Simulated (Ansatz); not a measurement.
# AlBrClHO: ionisation energy by level of theory

The task here is to estimate one member of a computed series from the others.

Program: Ansatz 0.2.0, Gaussian basis. Level of theory: unrestricted cation, the program's frozen cores in correlated methods. These are calculated values, not measurements.

Levels to be run: UKS PBE-D4/def2-TZVPP; UKS r2SCAN-D4/def2-TZVPP; UKS PBE0-D4/def2-TZVPP; UKS B3LYP-D4/def2-TZVPP; UKS wB97X-V/def2-TZVPP; UKS wB97M-V/def2-TZVPP; UKS B2PLYP/def2-TZVPP; UHF-CCSD(T)/def2-TZVPP; UHF-CCSD(T)/def2-QZVPP; extrapolation to the limit; then −ε(HOMO) from the neutral's earlier runs with LDA (SPW92), PBE-D4, revPBE-D4, BLYP-D4, r2SCAN-D4, B97M-V, PBE0-D4, B3LYP-D4, r2SCANh-D4, r2SCAN0-D4, HSE06-D4, BHLYP-D4, CAM-B3LYP-D4, LC-ωPBE, ωB97X-V, ωB97M-V.

**Structure used throughout**

All runs share one geometry, relaxed beforehand with PBE0-D4 in a triple-zeta def2 set.

5 atoms, charge 0, spin multiplicity 1.

Atoms are counted from 1 here; the program's logs count them from 0.

Bond lengths: O1–Al2 1.678 Å, O1–H5 0.956 Å, Al2–Cl3 2.071 Å, Al2–Br4 2.238 Å. Angles: Al2–O1–H5 122.9°, O1–Al2–Cl3 118.4°, O1–Al2–Br4 121.5°, Cl3–Al2–Br4 120.1°.

The first run:

Contents of in.yaml:

```yaml
crystal:
  periodic: [false, false, false]
  atoms:
    - {symbol: O, position_ang: [0.394020, 1.232904, 0.316205]}
    - {symbol: Al, position_ang: [0.041007, -0.390380, 0.081562]}
    - {symbol: Cl, position_ang: [0.895085, -1.778373, 1.359801]}
    - {symbol: Br, position_ang: [-1.316076, -1.065575, -1.564366]}
    - {symbol: H, position_ang: [0.035963, 1.927824, -0.234702]}
basis:
  gaussian: {orbitals: def2-TZVPP}
total_charge: 1
magnetization: {spin_polarized: true, initial_magnetization: 1}
hamiltonian: {xc: pbe, dispersion: d4}
```

Started as:

```sh
ansatz run in.yaml --threads 2 --pin off --events-out ev --progress --plain --max-ram 32768MiB --backend cpu
```

Steps of the session up to this table: Cation, UKS PBE-D4/def2-TZVPP; Cation, UKS r2SCAN-D4/def2-TZVPP; Cation, UKS PBE0-D4/def2-TZVPP; Cation, UKS B3LYP-D4/def2-TZVPP; Cation, UKS wB97X-V/def2-TZVPP; Cation, UKS wB97M-V/def2-TZVPP; Cation, UKS B2PLYP (frozen core)/def2-TZVPP; Cation, UHF-CCSD(T)/def2-TZVPP; Cation, UHF-CCSD(T)/def2-QZVPP.

One table of the session follows, with a row left open; its other results are not shown here.

For comparison, −ε(HOMO) of the neutral from earlier runs:

| functional | −ε(HOMO) (eV) |
| --- | --- |
| LDA (SPW92) | ? |
| PBE-D4 | 7.49 |
| revPBE-D4 | 7.43 |
| BLYP-D4 | 7.30 |
| r2SCAN-D4 | 7.85 |
| B97M-V | 7.89 |
| PBE0-D4 | 8.83 |
| B3LYP-D4 | 8.54 |
| r2SCANh-D4 | 8.33 |
| r2SCAN0-D4 | 9.07 |
| HSE06-D4 | 8.43 |
| BHLYP-D4 | 9.98 |
| CAM-B3LYP-D4 | 10.16 |
| LC-ωPBE | 11.59 |
| ωB97X-V | 11.20 |
| ωB97M-V | 11.05 |

**Question.** Estimate the row for LDA (SPW92).

**Answer.** −ε(HOMO) (eV): 7.66. In the column «−ε(HOMO) (eV)» it lies between PBE-D4 (7.49) and r2SCAN-D4 (7.85).

Caveats from the session: The cation may have settled in a state other than its lowest; no search over hole states beyond the program's own was made.
